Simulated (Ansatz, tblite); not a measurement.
# The cluster Mg3S4−: a ladder of methods and basis sets

The task here is to estimate one member of a computed series from the others.

The runs use Ansatz 0.2.0, Gaussian basis; as each input shows.

Levels to be run: GFN1-xTB, GFN2-xTB, PBE-D4/def2-TZVPD, r2SCAN-D4/def2-TZVPD, B97M-V/def2-TZVPD, HF/def2-TZVPD, MP2/def2-TZVPD, RPA/def2-TZVPD.

7 further runs of the same task are left out: 4 that didn't finish, 3 set aside as unsound or not needed. Runs told in other sessions of the task aren't counted.

### The relaxed structure

The doublet was relaxed beforehand with B3LYP-D4/def2-SVPD. At that level it is the lowest of the isomers that a small search found.

7 atoms, charge -1, spin multiplicity 2.

Bond lengths: Mg1–S4 2.362 Å, Mg1–S5 2.319 Å, Mg2–S4 2.428 Å, Mg2–S6 2.521 Å, Mg2–S7 2.522 Å, Mg3–S4 2.695 Å, Mg3–S5 2.378 Å, Mg3–S6 2.509 Å, Mg3–S7 2.509 Å. Angles: S4–Mg1–S5 114.1°, S4–Mg2–S6 105.8°, S4–Mg2–S7 105.8°, S6–Mg2–S7 52.5°, S4–Mg3–S5 101.3°, S4–Mg3–S6 98.6°, S4–Mg3–S7 98.7°, S5–Mg3–S6 146.7°, S5–Mg3–S7 146.8°, S6–Mg3–S7 52.8°, Mg1–S4–Mg2 139.5°, Mg1–S4–Mg3 69.0°, Mg2–S4–Mg3 70.5°, Mg1–S5–Mg3 75.6°, Mg2–S6–Mg3 72.2°, Mg2–S7–Mg3 72.2° and more.

The ion is computed in the gas phase, without counter-ions or solvent.

PBE0-D4/def2-TZVPD was run before; its log isn't repeated, and its numbers join the tables.

Set-up of the first run:

Tight binding, by tblite at 300 K electronic temperature and without a spin-polarisation term:

```python
tblite.interface.Calculator('GFN1-xTB', numbers, positions, charge=-1, uhf=1).singlepoint()
```

Tight binding, by tblite at 300 K electronic temperature and without a spin-polarisation term:

```python
tblite.interface.Calculator('GFN2-xTB', numbers, positions, charge=-1, uhf=1).singlepoint()
```

start.molden holds the orbitals of an earlier run on this state, given as this run's starting guess.

File in.yaml:

```yaml
crystal:
  periodic: [false, false, false]
  atoms:
    - {symbol: Mg, position_ang: [2.559658, 0.992053, -0.136437]}
    - {symbol: Mg, position_ang: [-0.612440, -2.189761, -0.183758]}
    - {symbol: Mg, position_ang: [-0.296432, 0.742163, 0.109336]}
    - {symbol: S, position_ang: [1.580162, -1.152510, -0.282152]}
    - {symbol: S, position_ang: [1.037688, 2.708835, 0.198972]}
    - {symbol: S, position_ang: [-2.025981, -0.672919, 1.250974]}
    - {symbol: S, position_ang: [-2.242645, -0.427862, -0.956925]}
basis:
  gaussian: {orbitals: def2-TZVPD, initial_orbitals: start.molden}
total_charge: -1
magnetization: {spin_polarized: true, initial_magnetization: 1}
hamiltonian: {xc: pbe, dispersion: d4}
scf: {omitted_lower_state_checks: [starts]}
output: {forces: true, orbitals: {seedname: orbitals}}
```

Started as:

```
> ansatz run in.yaml --threads 4 --pin off --events-out ev --progress --plain --max-ram 4787MiB
```

Steps of the session up to this table: PBE-D4/def2-TZVPD; r2SCAN-D4/def2-TZVPD; B97M-V/def2-TZVPD; HF/def2-TZVPD; MP2/def2-TZVPD; RPA/def2-TZVPD.

One of the session's tables, all rows but one given; the rest of the session is left out.

It belongs to the step «Levels side by side». 

```
               level  HOMO (eV)  LUMO (eV)  gap (eV)
       HF/def2-TZVPD      -2.02       1.94      3.96
   PBE-D4/def2-TZVPD      -0.44       0.11      0.55
r2SCAN-D4/def2-TZVPD      -0.53       0.03      0.56
   B97M-V/def2-TZVPD          ?          ?         ?
  PBE0-D4/def2-TZVPD      -0.84       0.41      1.24
```

**Question.** Estimate the row for B97M-V/def2-TZVPD.

The run gave: HOMO (eV): -0.35; LUMO (eV): 0.08; gap (eV): 0.43. In the column «HOMO (eV)» it is the highest.
